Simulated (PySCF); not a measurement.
# C4H11N2PSi: the cost of one run

Computed with PySCF 2.14.0 and routines of our own; the level stands in each step. Atoms count from 0.

## 1. The starting structure

19 atoms, charge 0, multiplicity 1; geometry from: GFN2-xTB.

## 2. Magnetic properties: GIAO PBE0/pcSseg-1

What the job is given:

```
{"job": {"kind": "mag", "xc": "PBE0", "basis": "pcSseg-1", "isotopologues": 2}, "charge": 0, "multiplicity": 1}
N      0.115104     1.672831     1.566061
P      0.331936     0.594212     0.289524
N      1.768160     0.714608    -0.314778
Si     2.495875    -0.205385    -1.571648
C     -1.154811     0.825214    -0.725347
C     -2.073238    -0.089399    -0.450315
C     -1.785356    -1.061066     0.655151
C     -0.289511    -1.011700     0.969509
H      0.919654     1.623792     2.185223
H      0.041536     2.623563     1.217744
H      1.573626    -1.069160    -2.326372
H      3.520850    -1.060550    -0.963138
H      3.093663     0.768675    -2.485074
H     -1.231201     1.574287    -1.496467
H     -3.030006    -0.154369    -0.949203
H     -2.373472    -0.767643     1.529265
H     -2.103924    -2.066926     0.371854
H      0.247650    -1.811287     0.454745
H     -0.076339    -1.090446     2.035805
```

Method: GIAO PBE0/pcSseg-1 magnetisability, rotational g tensor and spin-rotation constants, non-relativistic, gas phase.

The run is started by

```sh
> OMP_NUM_THREADS=1 python excited_run.py task.json out
```

One launch serves the whole session: the jobs run in the order shown.

**Question.** How long does this first job take on 1 thread of Arm Neoverse V2, shared host, and how much memory does it need?

About 39 s, with a peak of 0.93 GiB.
